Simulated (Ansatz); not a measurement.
# BrClFHOSi: one species, many methods

One table from this session's results is given with a row withheld; the runs are named, their logs left out.

The runs use Ansatz 0.2.0, Gaussian basis; functionals in def2-TZVPP, the program's frozen cores in correlated methods.

Plan: LDA (SPW92), PBE-D4, revPBE-D4, BLYP-D4, r2SCAN-D4, B97M-V, PBE0-D4, B3LYP-D4, r2SCANh-D4, r2SCAN0-D4, HSE06-D4, BHLYP-D4, CAM-B3LYP-D4, LC-ωPBE, ωB97X-V, ωB97M-V, B2PLYP, PBE-QIDH; CCSD(T)/def2-SVP; CCSD(T)/def2-TZVPP; MP2/def2-QZVPP; extrapolation to the limit; RPA on PBE.

## Structure used throughout

An earlier PBE0-D4 in a triple-zeta def2 set relaxation fixed the geometry.

SMILES `O[Si](F)(Cl)Br`, 6 atoms, charge 0, spin multiplicity 1.

Atoms are counted from 1 here; the program's logs count them from 0.

Bond lengths: O1–Si2 1.613 Å, O1–H6 0.959 Å, Si2–F3 1.580 Å, Si2–Cl4 2.028 Å, Si2–Br5 2.176 Å. Angles: Si2–O1–H6 118.7°, O1–Si2–F3 111.0°, O1–Si2–Cl4 111.4°, O1–Si2–Br5 107.9°, F3–Si2–Cl4 106.5°, F3–Si2–Br5 108.3°, Cl4–Si2–Br5 111.7°.

Set-up of the first run:

Input file in.yaml:

```yaml
crystal:
  periodic: [false, false, false]
  atoms:
    - {symbol: O, position_ang: [-0.495467, 0.332163, 1.178536]}
    - {symbol: Si, position_ang: [0.211367, 0.017411, -0.237141]}
    - {symbol: F, position_ang: [1.621631, -0.663114, -0.028305]}
    - {symbol: Cl, position_ang: [-0.893524, -1.272318, -1.345792]}
    - {symbol: Br, position_ang: [0.511766, 1.909986, -1.268437]}
    - {symbol: H, position_ang: [-0.913674, -0.388029, 1.655040]}
basis:
  gaussian: {orbitals: def2-TZVPP}
hamiltonian: {xc: lda}
output: {orbitals: {seedname: orbitals}}
```

Among the steps run: LDA; PBE-D4 (GGA); revPBE-D4 (GGA); BLYP-D4 (GGA); r2SCAN-D4 (meta-GGA); B97M-V (meta-GGA); PBE0-D4 (hybrid); B3LYP-D4 (hybrid); r2SCANh-D4 (hybrid); r2SCAN0-D4 (hybrid); HSE06-D4 (hybrid); BHLYP-D4 (hybrid); CAM-B3LYP-D4 (range-separated); LC-ωPBE-D4 (range-separated; the results give it without D4); ωB97X-V (range-separated); ωB97M-V (range-separated); B2PLYP (double hybrid); PBE-QIDH (double hybrid).

One of the session's tables, all rows but one given; the rest of the session is left out.

It belongs to the step «Frontier levels by functional». 

```
  functional  HOMO (eV)  gap (eV)
 LDA (SPW92)      -7.83      6.48
      PBE-D4      -7.66      6.58
   revPBE-D4      -7.61      6.63
     BLYP-D4      -7.48      6.45
   r2SCAN-D4      -8.03      7.42
      B97M-V      -8.10      7.47
     PBE0-D4      -9.01      8.91
    B3LYP-D4      -8.72      8.30
  r2SCANh-D4      -8.51      8.23
  r2SCAN0-D4      -9.24      9.44
    HSE06-D4          ?         ?
    BHLYP-D4     -10.17     10.97
CAM-B3LYP-D4     -10.33     11.20
     LC-ωPBE     -11.76     13.97
     ωB97X-V     -11.38     13.42
     ωB97M-V     -11.22     12.90
```

**Question.** Estimate the row for HSE06-D4.

The run gave: HOMO (eV): -8.61; gap (eV): 8.13. In the column «HOMO (eV)» it lies between B3LYP-D4 (-8.72) and r2SCANh-D4 (-8.51).
